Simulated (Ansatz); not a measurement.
# AlGaH₂ (quintet): wave-function methods side by side, 6-31G

How much of the correlation energy of AlGaH₂ (quintet) does each wave-function method recover here?

Program: Ansatz 0.2.0, Gaussian basis. Level of theory: 6-31G, core rule «outside noble gas», up to 19 orbitals frozen. These are calculated values, not measurements.

The runs, in order: UHF; CCSD(T) on ROHF; CCSD(T) on UHF; BCCD(T) on ROHF; CISD; CCSDT(Q) on ROHF; CCSDT(Q) on UHF; CISDTQ; CCSDTQ on ROHF; CCSDTQ on UHF; CASSCF and MRCISD+Q, 8 electrons in 10 orbitals; CASSCF and NEVPT4(SD), 8 electrons in 10 orbitals; CASSCF and NEVPT2, 8 electrons in 10 orbitals; Full CI.

5 further runs of the same task are left out: 1 that didn't finish, 4 set aside as unsound or not needed.

### Step 1. The geometry

The geometry is a PBE0/def2-TZVP stationary point (not a proven minimum) of the parent state, kept for this charge and spin. No spin-orbit coupling is included. The filled d shell of Ga may be among the frozen orbitals whatever the setting's name suggests; the logs give the count.

4 atoms, charge 0, spin multiplicity 5.

Atoms are counted from 1 here; the program's logs count them from 0.

Bond lengths: Al1–Ga2 2.484 Å, Ga2–H3 1.566 Å, Ga2–H4 1.566 Å. Angles: Al1–Ga2–H3 116.1°, Al1–Ga2–H4 116.1°, H3–Ga2–H4 127.9°.

### Step 2. UHF

in.yaml reads:

```yaml
crystal:
  periodic: [false, false, false]
  atoms:
    - {symbol: Al, position_ang: [0.000000, 0.000000, 1.818997]}
    - {symbol: Ga, position_ang: [0.000000, 0.000000, -0.664806]}
    - {symbol: H, position_ang: [0.000000, 1.407254, -1.352806]}
    - {symbol: H, position_ang: [0.000000, -1.407254, -1.352806]}
basis:
  gaussian: {orbitals: 6-31G}
magnetization: {spin_polarized: true, initial_magnetization: 4}
hamiltonian: {xc: hf}
output: {orbitals: {seedname: orbitals}}
```

On the command line:

```console
ansatz run in.yaml --threads 1 --pin off --events-out ev --progress --plain --max-ram 4096MiB --backend cpu
```

Further steps of the session: CCSD(T) on ROHF; CCSD(T) on UHF; BCCD(T) on ROHF; CISD; CCSDT(Q) on ROHF; CCSDT(Q) on UHF; CISDTQ; CCSDTQ on ROHF; CCSDTQ on UHF; CASSCF and MRCISD+Q, 8 electrons in 10 orbitals; CASSCF and NEVPT4(SD), 8 electrons in 10 orbitals; CASSCF and NEVPT2, 8 electrons in 10 orbitals; Full CI.

Before running them: what should the planned runs give, taken together? Wanted: FCI below the RHF energy; RMP2 from FCI; UMP2 from FCI; RCCSD from FCI; RCCSD(T) from FCI; UCCSD(T) from FCI; RCCSDT(Q) from FCI; UCCSDT(Q) from FCI; NEVPT2 valence from FCI.

As calculated:

```
                         quantity                                                                                                                                      value
         FCI below the RHF energy                                                                                                                                 -1.6859 eV
                    RMP2 from FCI                                                                                                                            +12.96 kcal/mol
                    UMP2 from FCI                                                                                                                            +12.91 kcal/mol
                   RCCSD from FCI                                                                                                                             +1.23 kcal/mol
                RCCSD(T) from FCI                                                                                                                             +0.45 kcal/mol
                UCCSD(T) from FCI                                                                                                                             +0.40 kcal/mol
               RCCSDT(Q) from FCI                                                                                                                             -0.01 kcal/mol
               UCCSDT(Q) from FCI                                                                                                                             -0.06 kcal/mol
          NEVPT2 valence from FCI                                                                                                                             +3.40 kcal/mol
      NEVPT4(SD) valence from FCI                                                                                                                             +0.58 kcal/mol
        MRCISD+Q valence from FCI                                                                                                                             +0.12 kcal/mol
levels within 1 kcal/mol (43 meV)  RCCSD(T), UCCSD(T), BCCD(T), RCCSDT, UCCSDT, RCCSDT(Q), UCCSDT(Q), RCCSDTQ, UCCSDTQ, NEVPT4(SD) valence, MRCISD valence, MRCISD+Q valence
                    T1 diagnostic                                                                                                                                      0.024
   effectively unpaired electrons                                                                                                                                       4.03
```

RCCSD(T) lands +0.45 kcal/mol from the yardstick (1.2 % of the correlation energy). UCCSDT(Q), UCCSDTQ fall below full CI: unrestricted runs freeze a spin-polarised core, another one than full CI's, and coupled cluster isn't variational. One determinant dominates. Of the multireference levels listed MRCISD+Q valence comes nearest in total energy (+0.12 kcal/mol), which doesn't show that its space is the better one. These misses are within one basis, not against nature; the frozen cores of restricted and unrestricted runs differ, which can shift their rows.
